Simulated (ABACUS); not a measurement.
The system is HPbNO4.

```
H Pb N O
1.0
     3.85707    0.00178   -0.03658
     0.17353    4.33436   -0.01647
     0.75803    0.83873    5.87662
H Pb N O
1 1 1 4
Direct
  0.61511 0.89559 0.19844
  0.64597 0.44651 0.91685
  0.71474 0.23810 0.50058
  0.16958 0.47007 0.77768
  0.62919 0.97045 0.49845
  0.56424 0.92583 0.03849
  0.78022 0.42250 0.31951
```

The cell was built by a generator and needn't be a form met in nature.

Base run:

| Item | Value |
| --- | --- |
| Program | ABACUS 3.10.1 |
| Functional | PBE |
| Potentials or basis | PseudoDojo NC SR 0.4.1 PBE standard |
| Cutoff | 1361 eV |
| Density cutoff | 5442 eV |
| Basis | DZP LCAO (the cutoffs set its grid) |
| k mesh | 7 × 6 × 5 |
| Occupations | fermi-dirac, width 0.05 eV |
| Spin | no spin polarisation |

Its results: band gap on the k mesh 0.33 eV, indirect (least direct gap 0.57 eV); pressure 4.7 GPa; largest force 1.914 eV/Å.

Problem. The run is repeated on the same cell with these changes: potentials or basis from PseudoDojo NC SR 0.4.1 PBE standard to PseudoDojo NC FR 0.4 PBE standard; k mesh from 7 × 6 × 5 to 4 × 4 × 3. What comes out?

Solution. Band gap on the k mesh 0.53 eV, indirect (least direct gap 0.91 eV); pressure 4.6 GPa; largest force 1.915 eV/Å.

Caveats: the atomic orbitals were generated for these runs and aren't a published set; spin-orbit coupling is left out, which as a rule narrows the gap of such compounds by several tenths of an eV; an odd mesh through Γ misses points on the zone boundary, where band edges often lie; the basis of atomic orbitals isn't converged, which shifts pressures, moduli and gaps; forces of over 1 eV/Å show positions far from the minimum, so gaps and moduli don't describe the material at rest.

Not every run made on this cell is shown here.
